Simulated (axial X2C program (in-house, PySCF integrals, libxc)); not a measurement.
# SnSe⁻: properties at the nuclei

Aim: properties at the nuclei of SnSe⁻, with spin–orbit coupling in the Hamiltonian from the start.

Method: two-component X2C with atomic mean-field terms, Sn dyall-acv3z, Se dyall-acv3z; program: an in-house X2C program for linear molecules on PySCF integrals.

All values are calculated.

## Step 1: Input

File task.json:

```json
{
 "zs": [
  50,
  34
 ],
 "q": -1,
 "bas": [
  "dyall-acv3z",
  "dyall-acv3z"
 ],
 "r0": 2.37,
 "levels": [
  "PBE0",
  "HF",
  "LDA",
  "TPSSh",
  "BHandHLYP"
 ],
 "nst": 3
}
```

Keys: zs atomic numbers; q charge; bas basis sets; r0 starting distance in Å; levels methods (HF also brings MP2); nst determinants followed.

Command:

```bash
python soeom.py task.json out
```

Further steps of the session: Expectation values, lowest determinant; Expectation values, a higher determinant; Expectation values, a higher determinant.

Before running it: what results should come out? Wanted: lowest determinant; Eeff magnitude; Ws magnitude Sn; A∥/gI Sn; qzz Sn; higher determinant (for each run or level that gives them).

The runs gave:

```
                                        quantity                                                  value
                              lowest determinant                Ω = 1/2 (excess of +ω over −ω: ω = 1/2)
                    Eeff magnitude (GV/cm), PBE0                                                 0.0674
                     Ws magnitude Sn (kHz), PBE0                                                  0.282
                            A∥/gI Sn (MHz), PBE0                                                   1830
                             qzz Sn (a.u.), PBE0                                                  -2.93
                              higher determinant                Ω = 3/2 (excess of +ω over −ω: ω = 3/2)
Eeff magnitude (GV/cm), PBE0, higher determinant                                                   1.18
 Ws magnitude Sn (kHz), PBE0, higher determinant                                                  0.474
        A∥/gI Sn (MHz), PBE0, higher determinant                                                   87.3
         qzz Sn (a.u.), PBE0, higher determinant                                                  -3.38
                              higher determinant  Ω = 5/2 (excess of +ω over −ω: ω = -1/2, 2 × ω = 3/2)
Eeff magnitude (GV/cm), PBE0, higher determinant                                                  0.403
 Ws magnitude Sn (kHz), PBE0, higher determinant                                                  0.138
        A∥/gI Sn (MHz), PBE0, higher determinant                                                   -285
         qzz Sn (a.u.), PBE0, higher determinant                                                   0.21
```

In words: In the first state, the effective field runs from 0.0467 to 1.05 GV/cm over the mean-field levels, so the levels don't agree on it. The expectation values come from single determinants, which for open shells can mix terms of unlike spin or miss the lowest Ω, so a determinant need not be a state. Eeff is the effective electric field on the electron dipole moment in this Ω state and Ws the scalar–pseudoscalar constant (defined with the proton number Z and per Ω); A∥ is the parallel hyperfine constant, which follows by multiplying with the nuclear g factor gI = μI/(I μN); qzz is the electric field gradient, eQq0 = 234.96 MHz × Q/barn × qzz. The operators were transformed with the bare-nucleus X2C matrices.
